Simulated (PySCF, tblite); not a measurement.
**C4H6BF: geometry, infrared bands, NMR shifts and spin-spin couplings**

What infrared bands, NMR shifts and spin-spin couplings should C4H6BF (`C=C=CCBF`) show?

Programs: tblite 0.8.0 and PySCF 2.14.0, with density-fitted response routines of our own. Each step states its level of theory. These are calculated values for one molecule in the gas phase, unless marked as measured. Atoms are numbered from 0 throughout.

### 1 The molecule as given

12 atoms, charge 0, multiplicity 1; geometry from: force field or distance geometry start.

Bonds of the start (Å): C0–C1 1.29, C1–C2 1.32, C2–C3 1.48, C3–B4 1.58, B4–F5 1.44, C0–H6 1.08, C0–H7 1.08, C2–H8 1.08, C3–H9 1.11, C3–H10 1.12, B4–H11 1.18.

### 2 Geometry optimisation with GFN2-xTB

The job: settings as JSON, then the geometry in Å.

```
{"job": {"kind": "relax", "xc": "GFN2-xTB", "basis": "xTB"}, "charge": 0, "multiplicity": 1}
C     -2.560600     0.193400     0.466400
C     -1.396800    -0.016800    -0.055300
C     -0.201800    -0.242800    -0.555500
C      0.964500    -0.546400     0.303400
B      2.093700     0.545700     0.123500
F      3.385700     0.173700    -0.405000
H     -2.689600     0.247000     1.537100
H     -3.418700     0.334200    -0.176000
H     -0.088900    -0.227000    -1.634100
H      1.365400    -1.549100     0.032700
H      0.676700    -0.584600     1.384700
H      1.871700     1.672100     0.393500
```

The run is started by

```console
$ OMP_NUM_THREADS=1 python probes_run.py task.json out
```

The driver reads the jobs from task.json and runs them one after another.

**Question.** This job is followed by: GFN2-xTB harmonic vibrations, gas phase; GIAO PBE0/pcSseg-1 NMR shielding, non-relativistic, gas phase; B3LYP/pcJ-1 indirect spin-spin coupling, non-relativistic, gas phase. What will the session give for the following? strongest single infrared mode (GFN2-xTB); zero-point energy (GFN2-xTB); ¹³C shifts against TMS (PBE0/pcSseg-1); ¹H shifts against TMS (PBE0/pcSseg-1, means over atoms taken as alike); ¹¹B shifts against BF3·OEt2 (PBE0/pcSseg-1); ¹⁹F shifts against CFCl3 (PBE0/pcSseg-1); surface potential, 1st and 99th percentile; largest coupling of the table (B3LYP/pcJ-1).

**Answer**, as computed:

```
                                                              quantity                        value
                             strongest single infrared mode (GFN2-xTB)        1294 cm⁻¹, 297 km/mol
                                          zero-point energy (GFN2-xTB)                54.4 kcal/mol
                                ¹³C shifts against TMS (PBE0/pcSseg-1)  221.3, 91.2, 78.3, 28.7 ppm
¹H shifts against TMS (PBE0/pcSseg-1, means over atoms taken as alike)   5.56, 5.55, 4.91, 1.88 ppm
                           ¹¹B shifts against BF3·OEt2 (PBE0/pcSseg-1)                     56.8 ppm
                              ¹⁹F shifts against CFCl3 (PBE0/pcSseg-1)                     -0.2 ppm
                                 surface potential, 1st and 99th percentile           -0.73 V and 1.57 V
                           largest coupling of the table (B3LYP/pcJ-1)     ¹J(B,F) B4–F5, -182.5 Hz
```

In words: Relaxing lowered the energy by 2.704 eV in 127 steps; the close pair that moved most is B4–F5, from 1.445 to 1.317 Å. No mode is imaginary among the 30: a minimum at this level. The strongest single mode, at 1294 cm⁻¹, is spread over many atoms; the largest shares are those of B4, F5. GFN2-xTB is a fitted tight-binding method: band positions and strengths are rough. Its intensities can rank the bands wrongly. C1 (central carbon of an allene) lies farthest downfield among carbon, at 221.3 ppm; the central sp carbon of an allene is among the most deshielded carbons of hydrocarbons. At PBE0/pcSseg-1: The widest tensor belongs to F5: span 506 ppm, with a paramagnetic part of -292 ppm. By nearest atom (PBE0/pcSseg-1), the HOMO sits on C1, C2 about 33 % each and the LUMO on B4 52 %; H11 16 %. In the run at B3LYP/pcJ-1, the largest coupling of the table is B4–F5, -182.5 Hz, of which the Fermi-contact term gives -107.4 Hz. Couplings across rotatable bonds belong to this one conformer; where others are populated, the observed values are averages.
